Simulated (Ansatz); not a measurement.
# Al2GaP2: the cost of one run

Computed with Ansatz 0.2.0 (DFT PBE, scalar-relativistic, plane waves, PAW, unless a step's input says otherwise).

### 1 The system as given

The structure is tetragonal, space group P4/mmm (No. 123). The conventional cell has a = 3.673 Å, b = 3.673 Å, c = 7.641 Å, α = 90.00°, β = 90.00°, γ = 90.00°. Al (site symmetry 4mm) has 1 P at 1.47 Å as nearest neighbours. Ga (site symmetry 4/mmm) is surrounded by 4 P at 2.60 Å. P (site symmetry 4/mmm) has 2 Al at 2.35 Å and 4 Ga at 2.60 Å as nearest neighbours. P (site symmetry 4/mmm) is surrounded by 2 Al at 1.47 Å.

As a file:

```xyz
5
Lattice="3.6727 0.0000 0.0000 0.0000 3.6727 0.0000 0.0000 0.0000 7.6406" Properties=species:S:1:pos:R:3 pbc="T T T"
Al    1.8364    1.8364    6.1663
Al    1.8364    1.8364    1.4743
Ga    0.0000    0.0000    3.8203
P     1.8364    1.8364    3.8203
P     1.8364    1.8364    0.0000
```

Recipe of the guess: random cell by space group and Wyckoff sites (P4/mmm, No. 123). Its size is a rough estimate.

### 2 The guess as it stands, on a coarse mesh

input.yaml reads:

```yaml
crystal:
  lattice:
    - [3.67271032, 0.0, 0.0]
    - [0.0, 3.67271032, 0.0]
    - [0.0, 0.0, 7.64056329]
  atoms:
    - { symbol: Al, position: [0.5, 0.5, 0.80704431] }
    - { symbol: Al, position: [0.5, 0.5, 0.19295569] }
    - { symbol: Ga, position: [0.0, 0.0, 0.5] }
    - { symbol: P, position: [0.5, 0.5, 0.5] }
    - { symbol: P, position: [0.5, 0.5, 0.0] }
basis:
  ecutwfc: 420
kpoints:
  mp_grid: { grid: [6, 6, 2] }
hamiltonian:
  xc: pbe
scf:
  occupations: { method: gaussian, width: 0.1 }
  lower_state_search: "off"
output:
  forces: true
  stress: true
  eigenvalues: true
```

Command:

```
$ ansatz run input.yaml --threads 1 --pin off --max-ram 2560MiB --backend cpu --events-out ev --progress --plain --runs-dir out
```

What time and memory should one allow on 1 thread of Arm Neoverse V1, shared host?

About 4 s, with a peak of 0.34 GiB.
